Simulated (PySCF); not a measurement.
# C5H3Cl2F: magnetic properties

Programs: PySCF 2.14.0, with routines of our own; each step states its level. All values are computed. Atoms count from 0.

### 1 The starting structure

11 atoms, charge 0, multiplicity 1; geometry from: GFN2-xTB.

### 2 Magnetic properties: GIAO BHandHLYP/pcSseg-1

What the job is given:

```
{"job": {"kind": "mag", "xc": "BHandHLYP", "basis": "pcSseg-1", "isotopologues": 2}, "charge": 0, "multiplicity": 1}
F      1.673818    -2.036256    -0.606760
C      1.566073    -0.720264    -0.372636
Cl     3.064021     0.103947    -0.480550
C      0.401067    -0.159573    -0.091357
C     -1.032057    -0.663219     0.055952
C     -1.367990     0.785208     0.347590
C     -0.090747     1.180213     0.206972
Cl     0.728716     2.663856     0.315254
H     -1.185517    -1.357477     0.879367
H     -1.461328    -1.070770    -0.856794
H     -2.290632     1.277006     0.576998
```

With the program's defaults for keys left out, this is: GIAO BHandHLYP/pcSseg-1 magnetisability, rotational g tensor and spin-rotation constants, non-relativistic, gas phase.

The run is started by

```sh
> OMP_NUM_THREADS=1 python excited_run.py task.json out
```

The driver reads the jobs from task.json and runs them one after another.

Q: Estimate the wall time and peak memory of this first job on 1 thread of Arm Neoverse N1, shared host.

About 37 s, with a peak of 0.81 GiB.
